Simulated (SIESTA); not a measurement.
Runs of SIESTA 5.4.2 on SbS2. It takes space group I-42d (No. 122, tetragonal). Conventional cell: a = 6.061 Å, b = 6.061 Å, c = 11.595 Å, α = 90.00°, β = 90.00°, γ = 90.00°. Sb (site symmetry -4) is surrounded by 4 S at 2.50 Å. S (site symmetry 2) has 2 Sb at 2.50 Å as nearest neighbours. The cell comes from a database or a generator and needn't be the stable form of this composition.

| potentials or basis | gap on the mesh (eV) | pressure (GPa) | largest force (eV/Å) |
| --- | --- | --- | --- |
| PseudoDojo 0.4 standard (PBEsol files), DZP (energy shift 0.003 Ry; two zetas on semicore shells) | none | (b) | 0.21 |
| PseudoDojo 0.4 standard (PBEsol files), SZP (energy shift 0.003 Ry) | none | 2.4 | 0.85 |
| PseudoDojo 0.4 standard (PBEsol files), TZP (energy shift 0.003 Ry; two zetas on semicore shells) | none | -0.3 | (a) |
| PseudoDojo 0.4 standard (PBEsol files), TZDP (energy shift 0.003 Ry; two zetas on semicore shells) | none | -0.1 | 0.12 |
| PseudoDojo 0.4 standard (PBEsol files), SZ (energy shift 0.003 Ry) | none | 8.0 | 1.74 |
| PseudoDojo 0.4 standard (PBEsol files), DZ (energy shift 0.003 Ry; two zetas on semicore shells) | none | 2.6 | 0.51 |

Alike in all rows: task band structure; level PBEsol; no spin polarisation; cell as given; k mesh 6 × 6 × 6; smearing fermi-dirac 0.05 eV; grid cutoff 500 Ry; energy shift 0.003 Ry.

Problem. Fill in the values left out.

Solution. (a) 0.13; (b) 0.0.

Caveats: spin-orbit coupling is left out, which moves the levels of the heavy elements; the basis of atomic orbitals isn't converged, which shifts pressures, moduli and gaps; the basis has no polarisation orbitals (some runs); forces of over 1 eV/Å show positions far from the minimum, so gaps and moduli don't describe the material at rest (some runs).

A k mesh can miss the band edges, and the runs leave out spin-orbit coupling on Sb.

A gap of «none» marks a metal or a gap under the smearing width.
